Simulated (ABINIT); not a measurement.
Crystal: MnS.

```
Mn S
1.0
     0.00000    2.60450    2.60450
     2.60450    0.00000    2.60450
     2.60450    2.60450    0.00000
Mn S
1 1
Direct
  0.00000 0.00000 0.00000
  0.50000 0.50000 0.50000
```

| Quantity | Value |
| --- | --- |
| Program | ABINIT 10.8.3 (patched build) |
| Task | relaxation of cell and atoms |
| Functional | PBEsol |
| Potentials or basis | PseudoDojo NC SR PBEsol v0.4.1 standard |
| Cutoff | 1306 eV |
| k mesh | 7 × 7 × 7 |
| Occupations | fermi-dirac, width 0.05 eV |
| Spin | collinear spin, ferromagnetic start |
| Starting moments | [4.0, 0.0] μB |

At the start: pressure -7.0 GPa; volume 17.67 Å³/atom.

Q: How do energy, volume and symmetry change on relaxing?

A: Over 5 steps the energy falls by 48.2 meV/atom and the volume is 15.53 Å³/atom (-12.1 %); space group Fm-3m (No. 225, to 0.05 Å); moment 4.35 μB per cell.

Step by step:
```csv
step,energy change (eV),largest force (eV/Å),pressure (GPa),volume (Å³)
1,0.0000,0.0000,-7.01,35.33
2,-0.0305,0.0000,-5.97,34.58
3,-0.0964,0.0000,0.13,30.98
4,-0.0965,0.0000,0.02,31.05
5,-0.0965,0.0000,0.00,31.06
```

Final structure:
```yaml
crystal:
  lattice:
    - [0.00000, 2.49494, 2.49494]
    - [2.49494, 0.00000, 2.49494]
    - [2.49494, 2.49494, 0.00000]
  atoms:
    - { symbol: Mn, position: [0.00000, 0.00000, 0.00000] }
    - { symbol: S, position: [0.50000, 0.50000, 0.50000] }
```

Caveat: the volume moved by -12 % from the deposited cell, more than functionals usually miss; a cell with one magnetic atom can't hold antiferromagnetic order, which such compounds often take.
